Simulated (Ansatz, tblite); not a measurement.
**The cluster Ge3H2O7: a ladder of methods and basis sets**

The task here is to estimate one member of a computed series from the others.

The runs use Ansatz 0.2.0, Gaussian basis; as each input shows.

Plan: GFN1-xTB, GFN2-xTB, PBE-D4/def2-TZVP, r2SCAN-D4/def2-TZVP, LDA/def2-TZVP, B97M-V/def2-TZVP, PBE-D4/def2-SVP, PBE0-D4/def2-SVP, HF/STO-3G, HF/6-31G, B3LYP-D4/6-31G, MP2/def2-SVP.

2 further runs of the same task are left out: 2 set aside as unsound or not needed.

**The relaxed structure**

The geometry is that of the singlet, from an earlier relaxation (r2SCAN-D4/def2-SVP). At that level it is the lowest of the isomers that a small search found.

12 atoms, charge 0, spin multiplicity 1.

Bond lengths: Ge1–O5 1.805 Å, Ge1–O6 1.630 Å, Ge1–O9 1.827 Å, Ge2–O7 1.914 Å, Ge2–O9 1.757 Å, Ge2–O10 1.771 Å, Ge2–H12 1.514 Å, Ge3–O4 1.731 Å, Ge3–O5 1.761 Å, Ge3–O8 1.832 Å, Ge3–O10 1.791 Å, O4–H11 0.970 Å, O7–O8 1.469 Å. Angles: O5–Ge1–O6 125.5°, O5–Ge1–O9 104.4°, O6–Ge1–O9 125.8°, O7–Ge2–O9 87.5°, O7–Ge2–O10 95.9°, O7–Ge2–H12 120.3°, O9–Ge2–O10 112.2°, O9–Ge2–H12 119.4°, O10–Ge2–H12 116.1°, O4–Ge3–O5 117.2°, O4–Ge3–O8 116.6°, O4–Ge3–O10 113.7°, O5–Ge3–O8 102.1°, O5–Ge3–O10 108.2°, O8–Ge3–O10 96.7°, Ge3–O4–H11 112.1°, Ge1–O5–Ge3 114.2°, Ge2–O7–O8 111.4° and more.

As a file:

```mol
Ge3H2O7
  3D, bonds by distance, orders not assigned

 12 13  0  0  0  0  0  0  0  0999 V2000
    1.4018    0.9082    0.9666 Ge  0  0
    1.0570   -1.2638   -0.8105 Ge  0  0
   -1.2998   -0.0173    0.0650 Ge  0  0
   -3.0188   -0.0234    0.2675 O   0  0
   -0.3380    0.6564    1.3772 O   0  0
    2.3120    2.1761    1.4360 O   0  0
    0.7745    0.5928   -1.1798 O   0  0
   -0.6497    0.8865   -1.3894 O   0  0
    2.0209   -0.7642    0.5704 O   0  0
   -0.6196   -1.6178   -0.3625 O   0  0
   -3.3119    0.6325    0.9186 H   0  0
    1.6716   -2.1660   -1.8591 H   0  0
  1  5  8  0
  1  6  8  0
  1  9  8  0
  2  7  8  0
  2  9  8  0
  2 10  8  0
  2 12  8  0
  3  4  8  0
  3  5  8  0
  3  8  8  0
  3 10  8  0
  4 11  8  0
  7  8  8  0
M  END
```

PBE0-D4/def2-TZVP was run before; its log isn't repeated, and its numbers join the tables.

The first run:

Tight binding, by tblite at 300 K electronic temperature and without a spin-polarisation term:

```python
tblite.interface.Calculator('GFN1-xTB', numbers, positions, charge=0, uhf=0).singlepoint()
```

Tight binding, by tblite at 300 K electronic temperature and without a spin-polarisation term:

```python
tblite.interface.Calculator('GFN2-xTB', numbers, positions, charge=0, uhf=0).singlepoint()
```

start.molden holds the orbitals of an earlier run on this state, given as this run's starting guess.

Input file in.yaml:

```yaml
crystal:
  periodic: [false, false, false]
  atoms:
    - {symbol: Ge, position_ang: [1.401822, 0.908202, 0.966626]}
    - {symbol: Ge, position_ang: [1.057002, -1.263808, -0.810511]}
    - {symbol: Ge, position_ang: [-1.299788, -0.017333, 0.065013]}
    - {symbol: O, position_ang: [-3.018801, -0.023428, 0.267537]}
    - {symbol: O, position_ang: [-0.337986, 0.656379, 1.377220]}
    - {symbol: O, position_ang: [2.311979, 2.176084, 1.435992]}
    - {symbol: O, position_ang: [0.774503, 0.592830, -1.179830]}
    - {symbol: O, position_ang: [-0.649713, 0.886511, -1.389421]}
    - {symbol: O, position_ang: [2.020863, -0.764250, 0.570368]}
    - {symbol: O, position_ang: [-0.619601, -1.617776, -0.362488]}
    - {symbol: H, position_ang: [-3.311872, 0.632548, 0.918630]}
    - {symbol: H, position_ang: [1.671600, -2.165969, -1.859115]}
basis:
  gaussian: {orbitals: def2-TZVP, initial_orbitals: start.molden}
hamiltonian: {xc: pbe, dispersion: d4}
scf: {omitted_lower_state_checks: [starts]}
output: {orbitals: {seedname: orbitals}}
```

Command:

```bash
$ ansatz run in.yaml --threads 4 --pin off --events-out ev --progress --plain --max-ram 6963MiB
```

Among the steps run: PBE-D4/def2-TZVP; r2SCAN-D4/def2-TZVP; LDA/def2-TZVP; B97M-V/def2-TZVP; PBE-D4/def2-SVP; PBE0-D4/def2-SVP; HF/STO-3G; HF/6-31G; B3LYP-D4/6-31G; MP2/def2-SVP.

One table of the session follows, with a row left open; its other results are not shown here.

It belongs to the step «Binding energy». 

| level | binding an atom (eV) |
| --- | --- |
| HF/STO-3G | 2.124 |
| HF/6-31G | 1.584 |
| HF/def2-SVP | 2.068 |
| LDA/def2-TZVP | 4.849 |
| PBE-D4/def2-SVP | 4.088 |
| PBE-D4/def2-TZVP | 4.086 |
| r2SCAN-D4/def2-TZVP | 3.958 |
| B97M-V/def2-TZVP | ? |
| B3LYP-D4/6-31G | 3.483 |
| PBE0-D4/def2-SVP | 3.814 |
| PBE0-D4/def2-TZVP | 3.842 |
| MP2/def2-SVP | 3.763 |

Estimate the missing values for B97M-V/def2-TZVP.

As computed: binding an atom (eV): 3.940. In the column «binding an atom (eV)» it lies between PBE0-D4/def2-TZVP (3.842) and r2SCAN-D4/def2-TZVP (3.958).

Limits of these values: Free atoms were run apart at each level; binding is atoms less cluster, divided by the number of atoms, without zero-point or spin-orbit terms.
